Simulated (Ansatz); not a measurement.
# ZrBrF: what a guessed cell relaxes into

Where does this trial cell of ZrBrF go when cell and atoms are let free?

Computed with Ansatz 0.2.0 (DFT PBE, scalar-relativistic, plane waves, PAW, unless a step's input says otherwise).

### Step 1. The structure to begin with

Symmetry: P4/mmm, No. 123, tetragonal system. The conventional cell has a = 4.148 Å, b = 4.148 Å, c = 3.932 Å, α = 90.00°, β = 90.00°, γ = 90.00°. Around Zr (site symmetry 4/mmm) lie 2 Br at 1.97 Å. Br (site symmetry 4/mmm) has 2 Zr at 1.97 Å as nearest neighbours. F (site symmetry 4/mmm) has 4 Zr at 2.93 Å as nearest neighbours.

As a file:

```cif
data_structure
_symmetry_space_group_name_H-M 'P 1'
_symmetry_Int_Tables_number 1
_cell_length_a 4.1477
_cell_length_b 4.1477
_cell_length_c 3.9325
_cell_angle_alpha 90.000
_cell_angle_beta 90.000
_cell_angle_gamma 90.000
_cell_volume 67.65
loop_
_atom_site_label
_atom_site_type_symbol
_atom_site_fract_x
_atom_site_fract_y
_atom_site_fract_z
_atom_site_occupancy
Zr1 Zr 0.00000 0.00000 0.50000 1
Br1 Br 0.00000 0.00000 0.00000 1
F1 F 0.50000 0.50000 0.50000 1
```

A structure generator made this guess: random cell by space group and Wyckoff sites (P4/mmm, No. 123). Lengths come from tabulated atomic sizes and are only a guess.

### Step 2. Probe: one point on a coarse mesh

input.yaml reads:

```yaml
crystal:
  lattice:
    - [4.14766139, 0.0, 0.0]
    - [0.0, 4.14766139, 0.0]
    - [0.0, 0.0, 3.93247512]
  atoms:
    - { symbol: Zr, position: [0.0, 0.0, 0.5] }
    - { symbol: Br, position: [0.0, 0.0, 0.0] }
    - { symbol: F, position: [0.5, 0.5, 0.5] }
basis:
  ecutwfc: 420
kpoints:
  mp_grid: { grid: [4, 4, 4] }
hamiltonian:
  xc: pbe
scf:
  occupations: { method: gaussian, width: 0.1 }
  lower_state_search: "off"
output:
  forces: true
  stress: true
  eigenvalues: true
```

The run is started by

```bash
> ansatz run input.yaml --threads 1 --pin off --max-ram 2560MiB --backend cpu --events-out ev --progress --plain --runs-dir out
```

Standard output, cut to the lines that bear on the results:

```text
Warning: RAYON_NUM_THREADS=1 ignored (pool sized by the plan → 1); use --threads N
[...]
Pseudopotentials: kind: paw
Pseudopotential: Zr, paw, valence charge 12, recommended cutoff 420 eV (normal), Zr.paw.azcp
Pseudopotential: Br, paw, valence charge 7, recommended cutoff 420 eV (normal), Br.paw.azcp
Pseudopotential: F, paw, valence charge 7, recommended cutoff 420 eV (normal), F.paw.azcp
Functional definition: PBE
[...]
Crystal: 3 atoms, lattice volume = 67.651 Å³
Basis set: ecut = 420 eV, 1325 PW (Γ), exchange–correlation on 60×60×54 points (8 copies of the dense FFT grid, shifted against one another)
Bands: 17, of which v1, the nominal top of the filled ones, is band 13 counted from 1 (12 counted from 0)
Symmetry: 16 space group operations
Space group: P4/mmm (ITA 123), of the structure as read, at distance tolerance 4.1e-5 Å
k-points: 18 of 64
[...]
SCF iter   1: F=—  HF=-7767.092933 eV  |F-HF|=—  |Δ(HF+E_count)|=         —  Δρ=2.21e-2  dr2=3.94e-1  ethr=1.77e-3  ⟨swp⟩=6.2  Hψ=1763  notcnv=0
[...]
SCF iter   8: F=-7766.960201 eV  HF=-7766.960201 eV  |F-HF|=7.85e-9  |Δ(HF+E_count)|=   2.16e-7  Δρ=5.91e-6  dr2=2.34e-8  ethr=3.85e-10  ⟨swp⟩=8.2  Hψ=1609  notcnv=0
[...]
SCF converged after 8 iterations
Free energy (F): -7766.960201 eV
[...]
E sigma→0 (E₀):  -7766.954789 eV
Entropy (-TS):   -0.010824 eV (-3.608 meV/atom)
Fermi energy:    7.764901 eV
[...]
--- Forces (eV/Å), atoms counted from 1 ---
  atom   1  Zr    -0.00000000     0.00000000     0.00000000
  atom   2  Br    -0.00000000    -0.00000000     0.00000000
  atom   3  F      0.00000000     0.00000000     0.00000000
[...]
--- Stress (GPa, compression-positive) ---
      -10.995938       0.000000       0.000000
        0.000000     -10.995938       0.000000
        0.000000       0.000000     201.234893
  P = ⅓ Tr σ = 59.7477 GPa (597.477 kbar)
--- Band table (eV; the first three rows and the last of 18) ---
  k-point 0: bands = ["-41.8894", "-21.7388", "-19.8477", "-19.8477", "-15.1221", "-11.0746", "2.2785", "2.2785", "3.3799", "3.3799", "3.6426", "5.9086", "6.7969", "6.8540", "6.8540", "6.9106", "8.9985"]
[...]
```

It took 1.2 s on 1 thread of Intel Xeon Platinum 8488C (Sapphire Rapids), shared host; peak memory 0.39 GiB.

From the probe: pressure 59.7 GPa, largest force 0.00 eV/Å, gap on this mesh none (metal). A cheap, loose relaxation comes first.

### Step 3. Coarse relaxation

input.yaml, as its differences from that of step 2:

```diff
@@ -22 +22,6 @@
   eigenvalues: true
+relax:
+  adjacent_minimum: "off"
+  f_tol: 0.04
+  max_steps: 70
+  cell: { stress_tol: 0.4 }
```

The run is started by

```bash
> ansatz run input.yaml --threads 1 --pin off --max-ram 2560MiB --backend cpu --events-out ev --progress --plain --runs-dir out
```

Standard output:

```text
Warning: RAYON_NUM_THREADS=1 ignored (pool sized by the plan → 1); use --threads N
Engine: ansatz 0.2.0, x86_64-unknown-linux-gnu
Pseudopotentials: kind: paw
Pseudopotential: Zr, paw, valence charge 12, recommended cutoff 420 eV (normal), Zr.paw.azcp
Pseudopotential: Br, paw, valence charge 7, recommended cutoff 420 eV (normal), Br.paw.azcp
Pseudopotential: F, paw, valence charge 7, recommended cutoff 420 eV (normal), F.paw.azcp
Functional definition: PBE
  parameter kappa = 0.804
  parameter beta = 0.06672455060314922
  exchange = pbe_x(kappa = kappa, mu = beta*pi^2/3)
  correlation = pbe_c(beta = beta)
Crystal: 3 atoms, lattice volume = 67.651 Å³
Basis set: ecut = 420 eV, 1325 PW (Γ), exchange–correlation on 60×60×54 points (8 copies of the dense FFT grid, shifted against one another)
Bands: 17, of which v1, the nominal top of the filled ones, is band 13 counted from 1 (12 counted from 0)
Symmetry: 16 space group operations
Space group: P4/mmm (ITA 123), of the structure as read, at distance tolerance 4.1e-5 Å
k-points: 18 of 64
Non-local potential: Zr, projectors of the file, l = 0: 3, l = 1: 2, l = 2: 2, l = 3: 2
Non-local potential: Br, projectors of the file, l = 0: 2, l = 1: 2, l = 2: 2
Non-local potential: F, projectors of the file, l = 0: 2, l = 1: 2, l = 2: 1
PAW form: soft (Blöchl's): semilocal exchange-correlation on the pseudo side does not see the compensation charge
PAW one-centre angular grid: Zr, 590 points (default); XC on 64 Gauss nodes
PAW one-centre angular grid: Br, 110 points (default); XC on 64 Gauss nodes
PAW one-centre angular grid: F, 110 points (default); XC on 64 Gauss nodes
Initial density: superposition of atomic densities (neutral atoms: chi_scale 0, normalization atom), corrected by the library's trained network
Initial wavefunctions: pseudopotential atomic-orbital guess
Functional: x = pbe(κ = 0.804, μ = 0.2195149727645171), c = pbe(β = 0.06672455060314922)
SCF iter   1: F=—  HF=-7767.092933 eV  |F-HF|=—  |Δ(HF+E_count)|=         —  Δρ=2.21e-2  dr2=3.94e-1  ethr=1.77e-3  ⟨swp⟩=6.2  Hψ=1763  notcnv=0
preconditioner: auto → LDOS  [metal: Δε(μ)=0.064 eV  Ē_g=7.914 eV  σ=0.100 eV  W_gap=0.35  n_scr=18 (ndim 8)  ℏωp=17.8 eV  f_vac=0.084  D(μ)=2.31/eV (n_scr^D=18)  β→1.0]
SCF iter   2: F=—  HF=-7767.007137 eV  |F-HF|=—  |Δ(HF+E_count)|=   8.58e-2  Δρ=2.14e-2  dr2=2.34e-1  ethr=1.52e-3  ⟨swp⟩=2.3  Hψ=739  notcnv=0  defer=6
SCF iter   3: F=—  HF=-7766.964489 eV  |F-HF|=—  |Δ(HF+E_count)|=   4.26e-2  Δρ=7.62e-3  dr2=3.63e-2  ethr=9.00e-4  ⟨swp⟩=2.0  Hψ=544  notcnv=0  defer=6
SCF iter   4: F=—  HF=-7766.960360 eV  |F-HF|=—  |Δ(HF+E_count)|=   4.13e-3  Δρ=2.45e-3  dr2=5.15e-3  ethr=1.39e-4  ⟨swp⟩=2.0  Hψ=592  notcnv=0  defer=6
SCF iter   5: F=—  HF=-7766.960261 eV  |F-HF|=—  |Δ(HF+E_count)|=   9.85e-5  Δρ=6.24e-4  dr2=3.83e-4  ethr=1.98e-5  ⟨swp⟩=2.2  Hψ=433  notcnv=0  defer=6
SCF iter   6: F=—  HF=-7766.960304 eV  |F-HF|=—  |Δ(HF+E_count)|=   4.30e-5  Δρ=1.02e-4  dr2=9.52e-6  ethr=1.47e-6  ⟨swp⟩=2.3  Hψ=478  notcnv=0  defer=6
SCF iter   7: F=—  HF=-7766.960201 eV  |F-HF|=—  |Δ(HF+E_count)|=   1.03e-4  Δρ=1.58e-5  dr2=1.53e-7  ethr=3.66e-8  ⟨swp⟩=2.0  Hψ=473  notcnv=0  defer=6
SCF iter   8: F=-7766.960201 eV  HF=-7766.960201 eV  |F-HF|=7.85e-9  |Δ(HF+E_count)|=   2.16e-7  Δρ=5.91e-6  dr2=2.34e-8  ethr=3.85e-10  ⟨swp⟩=8.2  Hψ=1609  notcnv=0
SCF 1 converged in 8 iterations: F = -7766.960201 eV  dr2 = 2.34e-8
relax step   1: F+E_penalty+E_count = -7766.96020123 eV  Δ(F+E_penalty+E_count) = +0.000e0 eV  max|allowed force component| = 3.836e-29 eV/Å  Δτ_max = 0.0000 Å  P = +59.748 GPa  Ω = 67.651 Å³  (8 SCF iters, dr2 threshold 1.00e-7 eV, accepted)
Crystal: 3 atoms, lattice volume = 70.527 Å³
Basis set: ecut = 420 eV, 1357 PW (Γ), exchange–correlation on 60×60×54 points (8 copies of the dense FFT grid, shifted against one another)
Initial density: handed on by an earlier stage of this run
Initial wavefunctions: those handed on with the density
iter 1 solved again at ethr=5.59e-4 eV; its pass at ethr=3.10e-3 eV (dr2=1.45e-1 eV) is discarded
SCF iter   1: F=—  HF=-7770.458909 eV  |F-HF|=—  |Δ(HF+E_count)|=         —  Δρ=1.24e-2  dr2=1.48e-1  ethr=5.59e-4  ⟨swp⟩=1.1  Hψ=1993  notcnv=0
preconditioner: auto → LDOS  [metal: Δε(μ)=0.023 eV  Ē_g=7.557 eV  σ=0.100 eV  W_gap=0.13  n_scr=18 (ndim 8)  ℏωp=17.4 eV  f_vac=0.062  D(μ)=3.50/eV (n_scr^D=26)  β→1.0]
SCF iter   2: F=—  HF=-7770.398360 eV  |F-HF|=—  |Δ(HF+E_count)|=   6.05e-2  Δρ=6.41e-3  dr2=1.78e-2  ethr=5.59e-4  ⟨swp⟩=2.1  Hψ=597  notcnv=0
SCF iter   3: F=—  HF=-7770.401242 eV  |F-HF|=—  |Δ(HF+E_count)|=   2.88e-3  Δρ=2.30e-3  dr2=4.24e-3  ethr=6.84e-5  ⟨swp⟩=2.0  Hψ=698  notcnv=0  defer=1
SCF iter   4: F=—  HF=-7770.400836 eV  |F-HF|=—  |Δ(HF+E_count)|=   4.06e-4  Δρ=1.04e-3  dr2=8.29e-4  ethr=1.63e-5  ⟨swp⟩=2.1  Hψ=378  notcnv=0  defer=1
SCF iter   5: F=—  HF=-7770.400872 eV  |F-HF|=—  |Δ(HF+E_count)|=   3.63e-5  Δρ=2.67e-4  dr2=6.13e-5  ethr=3.19e-6  ⟨swp⟩=2.0  Hψ=469  notcnv=0  defer=1
SCF iter   6: F=—  HF=-7770.400622 eV  |F-HF|=—  |Δ(HF+E_count)|=   2.50e-4  Δρ=6.95e-5  dr2=6.52e-6  ethr=2.36e-7  ⟨swp⟩=2.6  Hψ=509  notcnv=0  defer=1
SCF iter   7: F=—  HF=-7770.400621 eV  |F-HF|=—  |Δ(HF+E_count)|=   5.48e-7  Δρ=2.49e-5  dr2=6.27e-7  ethr=2.51e-8  ⟨swp⟩=2.2  Hψ=470  notcnv=0  defer=1
SCF iter   8: F=-7770.400621 eV  HF=-7770.400621 eV  |F-HF|=2.88e-8  |Δ(HF+E_count)|=   1.43e-7  Δρ=7.67e-6  dr2=6.28e-8  ethr=1.15e-9  ⟨swp⟩=6.8  Hψ=1418  notcnv=0
SCF 2 converged in 8 iterations: F = -7770.400621 eV  dr2 = 6.28e-8
relax step   2: F+E_penalty+E_count = -7770.40062133 eV  Δ(F+E_penalty+E_count) = -3.440e0 eV  max|allowed force component| = 8.645e-30 eV/Å  Δτ_max = 0.0000 Å  P = +37.652 GPa  Ω = 70.527 Å³  energy of the carried Pulay correction = -4.650e-3 eV  (8 SCF iters, dr2 threshold 3.00e-7 eV, accepted)
Crystal: 3 atoms, lattice volume = 72.559 Å³
Basis set: ecut = 420 eV, 1399 PW (Γ), exchange–correlation on 60×60×54 points (8 copies of the dense FFT grid, shifted against one another)
iter 1 solved again at ethr=3.32e-4 eV; its pass at ethr=3.10e-3 eV (dr2=8.63e-2 eV) is discarded
SCF iter   1: F=—  HF=-7772.778162 eV  |F-HF|=—  |Δ(HF+E_count)|=         —  Δρ=9.91e-3  dr2=8.97e-2  ethr=3.32e-4  ⟨swp⟩=1.1  Hψ=1883  notcnv=0
preconditioner: auto → LDOS  [metal: Δε(μ)=0.062 eV  Ē_g=7.440 eV  σ=0.100 eV  W_gap=0.33  n_scr=18 (ndim 8)  ℏωp=17.2 eV  f_vac=0.062  D(μ)=2.50/eV (n_scr^D=18)  β→1.0]
SCF iter   2: F=—  HF=-7772.742817 eV  |F-HF|=—  |Δ(HF+E_count)|=   3.53e-2  Δρ=4.40e-3  dr2=9.36e-3  ethr=3.32e-4  ⟨swp⟩=2.1  Hψ=604  notcnv=0
SCF iter   3: F=—  HF=-7772.741681 eV  |F-HF|=—  |Δ(HF+E_count)|=   1.14e-3  Δρ=9.96e-4  dr2=8.48e-4  ethr=3.60e-5  ⟨swp⟩=2.0  Hψ=664  notcnv=0  defer=1
SCF iter   4: F=—  HF=-7772.741627 eV  |F-HF|=—  |Δ(HF+E_count)|=   5.44e-5  Δρ=4.45e-4  dr2=1.26e-4  ethr=3.26e-6  ⟨swp⟩=2.0  Hψ=388  notcnv=0  defer=1
SCF iter   5: F=—  HF=-7772.741242 eV  |F-HF|=—  |Δ(HF+E_count)|=   3.85e-4  Δρ=1.49e-4  dr2=1.35e-5  ethr=4.85e-7  ⟨swp⟩=2.0  Hψ=471  notcnv=0  defer=1
SCF iter   6: F=—  HF=-7772.741244 eV  |F-HF|=—  |Δ(HF+E_count)|=   1.61e-6  Δρ=2.79e-5  dr2=8.89e-7  ethr=5.18e-8  ⟨swp⟩=2.1  Hψ=394  notcnv=0  defer=1
SCF iter   7: F=-7772.741244 eV  HF=-7772.741244 eV  |F-HF|=9.65e-9  |Δ(HF+E_count)|=   5.60e-8  Δρ=8.84e-6  dr2=6.26e-8  ethr=1.15e-9  ⟨swp⟩=6.7  Hψ=1459  notcnv=0
SCF 3 converged in 7 iterations: F = -7772.741244 eV  dr2 = 6.26e-8
relax step   3: F+E_penalty+E_count = -7772.74124365 eV  Δ(F+E_penalty+E_count) = -2.341e0 eV  max|allowed force component| = 4.174e-30 eV/Å  Δτ_max = 0.0000 Å  P = +21.708 GPa  Ω = 72.559 Å³  energy of the carried Pulay correction = -8.207e-3 eV  (7 SCF iters, dr2 threshold 3.00e-7 eV, accepted)
[... from here on, the SCF cycles and remarks between the steps are left out ...]
relax step   4: F+E_penalty+E_count = -7774.30361604 eV  Δ(F+E_penalty+E_count) = -1.562e0 eV  max|allowed force component| = 1.088e-29 eV/Å  Δτ_max = 0.0000 Å  P = +10.379 GPa  Ω = 73.329 Å³  energy of the carried Pulay correction = -1.027e-2 eV  (6 SCF iters, dr2 threshold 3.00e-7 eV, accepted)
relax step   5: F+E_penalty+E_count = -7775.39125775 eV  Δ(F+E_penalty+E_count) = -1.088e0 eV  max|allowed force component| = 1.893e-29 eV/Å  Δτ_max = 0.0000 Å  P = +3.064 GPa  Ω = 71.369 Å³  energy of the carried Pulay correction = -9.100e-3 eV  (7 SCF iters, dr2 threshold 3.00e-7 eV, accepted)
relax step   6: F+E_penalty+E_count = -7776.21519961 eV  Δ(F+E_penalty+E_count) = -8.239e-1 eV  max|allowed force component| = 1.479e-29 eV/Å  Δτ_max = 0.0000 Å  P = -0.670 GPa  Ω = 66.271 Å³  energy of the carried Pulay correction = -3.669e-3 eV  (8 SCF iters, dr2 threshold 3.00e-7 eV, accepted)
relax step   7: F+E_penalty+E_count = -7776.73097960 eV  Δ(F+E_penalty+E_count) = -5.158e-1 eV  max|allowed force component| = 6.442e-30 eV/Å  Δτ_max = 0.0000 Å  P = -0.904 GPa  Ω = 60.666 Å³  energy of the carried Pulay correction = +3.258e-3 eV  (7 SCF iters, dr2 threshold 3.00e-7 eV, accepted)
relax step   8: F+E_penalty+E_count = -7776.80262906 eV  Δ(F+E_penalty+E_count) = -7.165e-2 eV  max|allowed force component| = 6.640e-30 eV/Å  Δτ_max = 0.0000 Å  P = -4.704 GPa  Ω = 60.188 Å³  energy of the carried Pulay correction = +2.757e-3 eV  (7 SCF iters, dr2 threshold 3.00e-7 eV, accepted)
relax step   9: F+E_penalty+E_count = -7776.83925302 eV  Δ(F+E_penalty+E_count) = -3.662e-2 eV  max|allowed force component| = 4.404e-30 eV/Å  Δτ_max = 0.0000 Å  P = +2.493 GPa  Ω = 55.960 Å³  energy of the carried Pulay correction = +9.724e-3 eV  (7 SCF iters, dr2 threshold 3.00e-7 eV, accepted)
relax step  10: F+E_penalty+E_count = -7776.85134339 eV  Δ(F+E_penalty+E_count) = -1.209e-2 eV  max|allowed force component| = 2.005e-30 eV/Å  Δτ_max = 0.0000 Å  P = +0.093 GPa  Ω = 57.580 Å³  energy of the carried Pulay correction = +7.206e-3 eV  (6 SCF iters, dr2 threshold 3.00e-7 eV, accepted)
relax step  11: F+E_penalty+E_count = -7777.09424281 eV  Δ(F+E_penalty+E_count) = -2.429e-1 eV  max|allowed force component| = 6.245e-30 eV/Å  Δτ_max = 0.0000 Å  P = +3.621 GPa  Ω = 57.580 Å³  stress off target by 1.02e1 GPa  SCF on the basis re-selected at this cell (its energy is not comparable with the rows above)  (8 SCF iters)
relax step  12: F+E_penalty+E_count = -7777.14169496 eV  Δ(F+E_penalty+E_count) = -4.745e-2 eV  max|allowed force component| = 6.307e-30 eV/Å  Δτ_max = 0.0000 Å  P = +1.007 GPa  Ω = 58.860 Å³  energy of the carried Pulay correction = -1.948e-3 eV  (7 SCF iters, dr2 threshold 3.00e-7 eV, accepted)
relax step  13: F+E_penalty+E_count = -7777.14519257 eV  Δ(F+E_penalty+E_count) = -3.498e-3 eV  max|allowed force component| = 2.104e-30 eV/Å  Δτ_max = 0.0000 Å  P = +0.130 GPa  Ω = 59.378 Å³  energy of the carried Pulay correction = -2.714e-3 eV  (6 SCF iters, dr2 threshold 3.00e-7 eV, accepted)
relax step  14: F+E_penalty+E_count = -7777.14894594 eV  Δ(F+E_penalty+E_count) = -3.753e-3 eV  max|allowed force component| = 2.021e-30 eV/Å  Δτ_max = 0.0000 Å  P = +0.244 GPa  Ω = 59.378 Å³  stress off target by 5.84e-1 GPa  SCF on the basis re-selected at this cell (its energy is not comparable with the rows above)  (5 SCF iters)
relax step  15: F+E_penalty+E_count = -7777.14895715 eV  Δ(F+E_penalty+E_count) = -1.121e-5 eV  max|allowed force component| = 2.252e-30 eV/Å  Δτ_max = 0.0000 Å  P = +0.019 GPa  Ω = 59.528 Å³  energy of the carried Pulay correction = -2.161e-4 eV  (5 SCF iters, dr2 threshold 3.00e-7 eV, accepted)
iter 1 solved again at ethr=1.98e-7 eV; its pass at ethr=3.10e-3 eV (dr2=5.15e-5 eV) is discarded
SCF iter   1: F=—  HF=-7777.149266 eV  |F-HF|=—  |Δ(HF+E_count)|=         —  Δρ=2.52e-5  dr2=1.53e-7  ethr=1.98e-7  ⟨swp⟩=3.8  Hψ=2490  notcnv=0
preconditioner: auto → LDOS  [metal: Δε(μ)=0.047 eV  Ē_g=8.619 eV  σ=0.100 eV  W_gap=0.26  n_scr=14 (ndim 8)  ℏωp=19.3 eV  f_vac=0.023  D(μ)=3.20/eV (n_scr^D=36)  β→1.0]
SCF iter   2: F=—  HF=-7777.149196 eV  |F-HF|=—  |Δ(HF+E_count)|=   7.00e-5  Δρ=8.44e-6  dr2=2.58e-8  ethr=5.88e-10  ⟨swp⟩=2.7  Hψ=585  notcnv=0
SCF iter   3: F=—  HF=-7777.149196 eV  |F-HF|=—  |Δ(HF+E_count)|=   6.62e-9  Δρ=4.23e-6  dr2=9.87e-9  ethr=9.91e-11  ⟨swp⟩=2.3  Hψ=513  notcnv=0
SCF iter   4: F=-7777.149196 eV  HF=-7777.149196 eV  |F-HF|=4.64e-10  |Δ(HF+E_count)|=   1.78e-9  Δρ=1.56e-6  dr2=1.35e-9  ethr=7.38e-12  ⟨swp⟩=4.7  Hψ=1457  notcnv=0
SCF 16 converged in 4 iterations: F = -7777.149196 eV  dr2 = 1.35e-9
relax step  16: F+E_penalty+E_count = -7777.14919625 eV  Δ(F+E_penalty+E_count) = -2.391e-4 eV  max|allowed force component| = 2.136e-30 eV/Å  Δτ_max = 0.0000 Å  P = +0.022 GPa  Ω = 59.528 Å³  stress off target by 4.68e-2 GPa  SCF on the basis re-selected at this cell (its energy is not comparable with the rows above)  (4 SCF iters)
basis re-selected at this cell: Δ(F+E_penalty+E_count) = -2.391e-4 eV, ΔP = +0.003 GPa vs the last step (what re-selecting the basis moved, of the pressure what is left beyond the Pulay correction that the steps carried, after the strain that the cell walked since its last selection, with what the two solves' SCF thresholds leave and, on support functions, any second-order correction that the steps lacked; it is no measure of the basis error at this ecutwfc). This SCF's stress stands 4.68e-2 GPa from its target on what of the cell is left free (relax.cell.stress_tol is 4.00e-1 GPa) and its largest allowed force component is 2.14e-30 eV/Å (relax.f_tol is 4.00e-2 eV/Å): within both
SCF converged after 4 iterations
Free energy (F): -7777.149196 eV
Harris-Foulkes:  -7777.149196 eV  (|F-HF|=4.64e-10)
Internal energy: -7777.133212 eV  (E = F + TS)
E sigma→0 (E₀):  -7777.141204 eV
Entropy (-TS):   -0.015984 eV (-5.328 meV/atom)
Fermi energy:    9.938365 eV
--- Per-component energies (eV) ---
  E_band       = -179.167286
  E_kinetic    = 673.684505
  E_local      = -1771.994456  (includes V_loc(G=0)·N_el)
  E_nonlocal   = 224.917497
  E_hartree    = 624.197231
  E_xc         = -505.497170
  E_vxc        = -396.267213  (∫ρ·V_xc dr)
  E_paw        = -5401.253882  (= ΣΔE_a)
  E_vpaw       = -157.904245  (= ΣTr[D̂ρ^β])
  E_aug_tail   = 0.002094  (compensation charges beyond the density's cutoff)
  E_ewald      = -1621.189032
  E_smearing   = -0.015984  (= −TS)
  E_closure    = -0.000000  (closes the sum)
  Σ components = -7777.149196   (vs F -7777.149196, Δ=0.00e0)
--- Forces (eV/Å), atoms counted from 1 ---
  atom   1  Zr    -0.00000000     0.00000000     0.00000000
  atom   2  Br     0.00000000     0.00000000     0.00000000
  atom   3  F      0.00000000    -0.00000000     0.00000000
  max |Σ_I F_I| component: 3.16e-30 eV/Å
--- Stress (GPa, compression-positive) ---
        0.008986       0.000000       0.000000
        0.000000       0.008986       0.000000
        0.000000       0.000000       0.046776
  P = ⅓ Tr σ = 0.0216 GPa (0.216 kbar)
--- Band table (eV; the first three rows and the last of 18) ---
  k-point 0: bands = ["-40.4602", "-18.5777", "-18.3656", "-18.3656", "-16.6054", "-7.1826", "1.9655", "1.9655", "2.1395", "4.8243", "7.1735", "7.1735", "7.6923", "9.4456", "10.7257", "10.7257", "11.0357"]
  k-point 1: bands = ["-40.4602", "-18.5902", "-18.3654", "-18.3654", "-16.6050", "-7.0319", "1.9676", "1.9676", "2.1854", "3.7382", "6.9490", "6.9490", "7.7117", "9.5362", "11.2996", "11.2996", "11.6918"]
  k-point 2: bands = ["-40.4601", "-18.6026", "-18.3652", "-18.3652", "-16.6047", "-6.8724", "1.9695", "1.9695", "2.3925", "2.7280", "6.7617", "6.7617", "7.7315", "9.6262", "11.6948", "11.9063", "11.9063"]
  k-point 17: bands = ["-40.4056", "-18.6619", "-18.6619", "-18.5310", "-16.5810", "-5.9652", "1.6654", "1.6654", "2.5170", "3.6992", "4.2334", "4.2334", "10.4578", "10.4578", "11.0506", "13.0678", "14.2401"]
--- Relaxed structure (13 steps of the walk, 13 accepted, 3 SCFs on fresh bases) ---
  F+E_penalty+E_count = -7777.14919625 eV   max|allowed force component| = 2.136e-30 eV/Å   (the final SCF, on the basis selected at the relaxed cell)
  cell:  # Å, volume = 59.5282 Å³
    - [3.373790077844154, -4.202687127346374e-33, 0.0]
    - [-4.202687127346374e-33, 3.3737900778441534, 0.0]
    - [0.0, 0.0, 5.229814873123311]
  atoms:
    - { symbol: Zr, position: [-5.14668343093389e-35, 9.870981454778401e-37, 0.5] }
    - { symbol: Br, position: [-3.057156652867361e-35, -1.9451466266255734e-36, 0.0] }
    - { symbol: F, position: [0.5, 0.5, 0.5] }
```

It took 21 s on 1 thread of Intel Xeon Platinum 8488C (Sapphire Rapids), shared host; peak memory 0.39 GiB.

The steps of the relaxation:

```csv
step,energy from step 1 (eV/cell),largest force component (eV/Å),pressure (GPa),volume (Å³)
1,0.0000,0.0000,59.75,67.65
2,-3.4404,0.0000,37.65,70.53
3,-5.7810,0.0000,21.71,72.56
4,-7.3434,0.0000,10.38,73.33
5,-8.4311,0.0000,3.06,71.37
6,-9.2550,0.0000,-0.67,66.27
7,-9.7708,0.0000,-0.90,60.67
8,-9.8424,0.0000,-4.70,60.19
9,-9.8791,0.0000,2.49,55.96
10,-9.8911,0.0000,0.09,57.58
11,-10.1340,0.0000,3.62,57.58
12,-10.1815,0.0000,1.01,58.86
13,-10.1850,0.0000,0.13,59.38
14,-10.1887,0.0000,0.24,59.38
15,-10.1888,0.0000,0.02,59.53
16,-10.1890,0.0000,0.02,59.53
```

Step 1 is the start. Steps 11, 14, 16 each repeat the geometry before them on a plane-wave basis chosen anew, so the energy can jump there without any move.

|  | before | after | change |
| --- | --- | --- | --- |
| a (Å) | 4.148 | 3.374 | -18.7 % |
| b (Å) | 4.148 | 3.374 | -18.7 % |
| c (Å) | 3.932 | 5.230 | +33.0 % |
| volume (Å³/atom) | 22.55 | 19.84 | -12.0 % |
| shortest distance (Å) | 1.966 | 2.386 | +21.3 % |
| space group (0.01 Å) | P4/mmm | P4/mmm | same |

Forces and stress were held to the start's 16 operations: a distortion of lower symmetry was not tested.

(Part 1 of 2 ends here.)
